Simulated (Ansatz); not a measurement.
# ZnS: a single-point run

Wanted: a converged single-point run for ZnS, and a check of what comes out. The structure is shown as the input types it.

The COD entry's cell or inner coordinates are ideal or old and differ from later refinements, so a difference from it is no clean test against experiment.

Computed with Ansatz 0.2.0 (density functional or hybrid calculation with the settings of its input, plane waves (as first typed), unless a step's input says otherwise).

2 further runs of the same task are left out: 1 for a known fault of the program, 1 that didn't finish.

### Step 1. The structure to begin with

It takes space group F-43m (No. 216, cubic). Conventional cell: a = 5.388 Å, b = 5.388 Å, c = 5.388 Å, α = 90.00°, β = 90.00°, γ = 90.00°. Zn (site symmetry -43m) has 4 S at 2.33 Å as nearest neighbours. Around S (site symmetry -43m) lie 4 Zn at 2.33 Å.

Coordinates:

```
CELL_PARAMETERS angstrom
0.00000 2.69410 2.69410
2.69410 0.00000 2.69410
2.69410 2.69410 0.00000
ATOMIC_POSITIONS crystal
Zn 0.25000 0.25000 0.25000
S 0.00000 0.00000 0.00000
```

### Step 2. The calculation

The input, input.yaml:

```yaml
crystal:
  lattice:
    - [0.0, 2.6940955541, 2.6940955541]
    - [2.6940955541, 0.0, 2.6940955541]
    - [2.6940955541, 2.6940955541, 0.0]
  atoms:
    - { symbol: Zn, position: [0.25, 0.25, 0.25] }
    - { symbol: S, position: [0.0, 0.0, 0.0] }
kpoints:
  mp_grid: { grid: [6, 6, 6] }
hamiltonian:
  xc: pbe
scf:
  occupations: { method: fixed }
  n_extra_bands: 4
  convergence: { dr2_threshold: 1.0e-20 }
  max_iter: 53
output:
  forces: true
  stress: true
  eigenvalues: true
```

On the command line:

```sh
ansatz run input.yaml --threads 4 --pin off --max-ram 3686MiB --backend cpu --events-out ev --progress --plain --runs-dir out
```

**Question.** How will this run end, and is anything wrong with its input?

The program finished normally. Convergence says nothing about whether the input makes sense.

Look at the input: scf.convergence.dr2_threshold is 1.0e-20. What could go wrong: threshold needlessly tight. Once met, so tight a threshold does no harm; it costs cycles.

To check: delete scf.convergence.dr2_threshold (the default then holds).
